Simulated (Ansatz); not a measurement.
# Cl₂FGeH₄NSi: one species, many methods

How much do the methods differ for Cl₂FGeH₄NSi? The plan is to run it at one geometry with functionals of several rungs and with coupled cluster. The yardstick is the atomisation energy at the CCSD(T) limit.

Program: Ansatz 0.2.0, Gaussian basis. Level of theory: functionals in def2-TZVPP, the program's frozen cores in correlated methods. These are calculated values, not measurements.

Levels to be run: PBE-D4, r2SCAN-D4, PBE0-D4, B3LYP-D4, ωB97X-V, ωB97M-V, B2PLYP; CCSD(T)/def2-TZVPP; MP2/def2-QZVPP; extrapolation to the limit.

## (1) Structure used throughout

All runs share one geometry, relaxed beforehand with PBE0-D4 in a triple-zeta def2 set.

SMILES `F[SiH](Cl)[NH][GeH2][Cl]`, 10 atoms, charge 0, spin multiplicity 1.

Atoms are counted from 1 here; the program's logs count them from 0.

Bond lengths: F1–Si2 1.591 Å, Si2–Cl3 2.038 Å, Si2–N4 1.695 Å, Si2–H7 1.472 Å, N4–Ge5 1.831 Å, N4–H8 1.011 Å, Ge5–Cl6 2.155 Å, Ge5–H9 1.531 Å, Ge5–H10 1.526 Å. Angles: F1–Si2–Cl3 106.1°, F1–Si2–N4 112.2°, F1–Si2–H7 106.7°, Cl3–Si2–N4 108.8°, Cl3–Si2–H7 111.2°, N4–Si2–H7 111.8°, Si2–N4–Ge5 129.6°, Si2–N4–H8 116.1°, Ge5–N4–H8 114.1°, N4–Ge5–Cl6 109.4°, N4–Ge5–H9 108.1°, N4–Ge5–H10 109.6°, Cl6–Ge5–H9 106.5°, Cl6–Ge5–H10 107.5°, H9–Ge5–H10 115.6°.

## (2) PBE-D4 (GGA)

in.yaml

```yaml
crystal:
  periodic: [false, false, false]
  atoms:
    - {symbol: F, position_ang: [-1.477413, -0.445291, 2.210259]}
    - {symbol: Si, position_ang: [-1.124626, 0.535869, 1.008729]}
    - {symbol: Cl, position_ang: [0.333800, 1.778180, 1.702706]}
    - {symbol: N, position_ang: [-0.535093, -0.296918, -0.344682]}
    - {symbol: Ge, position_ang: [1.193330, -0.639529, -0.844170]}
    - {symbol: Cl, position_ang: [1.912595, 0.970475, -2.083674]}
    - {symbol: H, position_ang: [-2.354829, 1.282310, 0.697952]}
    - {symbol: H, position_ang: [-1.225435, -0.591291, -1.021392]}
    - {symbol: H, position_ang: [1.195051, -1.894875, -1.719912]}
    - {symbol: H, position_ang: [2.082629, -0.698929, 0.394183]}
basis:
  gaussian: {orbitals: def2-TZVPP}
hamiltonian: {xc: pbe, dispersion: d4}
output: {forces: true, orbitals: {seedname: orbitals}}
```

On the command line:

```console
> ansatz run in.yaml --threads 2 --pin off --events-out ev --progress --plain --max-ram 22528MiB --backend cuda --devices 0, --max-vram 18GiB
```

Further steps of the session: r2SCAN-D4 (meta-GGA); PBE0-D4 (hybrid); B3LYP-D4 (hybrid); ωB97X-V (range-separated); ωB97M-V (range-separated); B2PLYP (double hybrid); CCSD(T) in def2-TZVPP; MP2 in def2-QZVPP.

Before running them: what should the planned runs give, taken together? Wanted: atomisation energy, CCSD(T)/CBS; farthest; mean size of error, hybrid; mean size of error, range-separated; gap, smallest and largest; T1 diagnostic; triples share of the correlation energy.

The runs gave:

| quantity | value |
| --- | --- |
| atomisation energy, CCSD(T)/CBS | 3359.2 kJ/mol |
| functionals within 33.6 kJ/mol (1.0 %) | PBE-D4, r2SCAN-D4, ωB97X-V, ωB97M-V |
| farthest | B2PLYP (-74.7 kJ/mol) |
| mean size of error, hybrid | 49.8 kJ/mol |
| mean size of error, range-separated | 10.6 kJ/mol |
| gap, smallest and largest | 5.98 eV (PBE-D4), 12.93 eV (ωB97X-V) |
| T1 diagnostic | 0.0106 |
| triples share of the correlation energy | 3.7 % |

PBE-D4 is off by +1.3 kJ/mol. Double hybrids carry the basis error of their MP2 part in triple zeta, and no dispersion term here, so their miss is partly the set-up's. The reference freezes the cores and leaves out relativity and excitations past (T), and its outer-core shells are covered unevenly, so misses under about 33.6 kJ/mol can't be ranked. Hartree-Fock recovers 71 % of the binding; the rest is correlation. Orbital gaps span 6.0 to 12.9 eV; exact exchange widens them. Correlated methods include outer-core shells of Ge, which these sets cover unevenly.
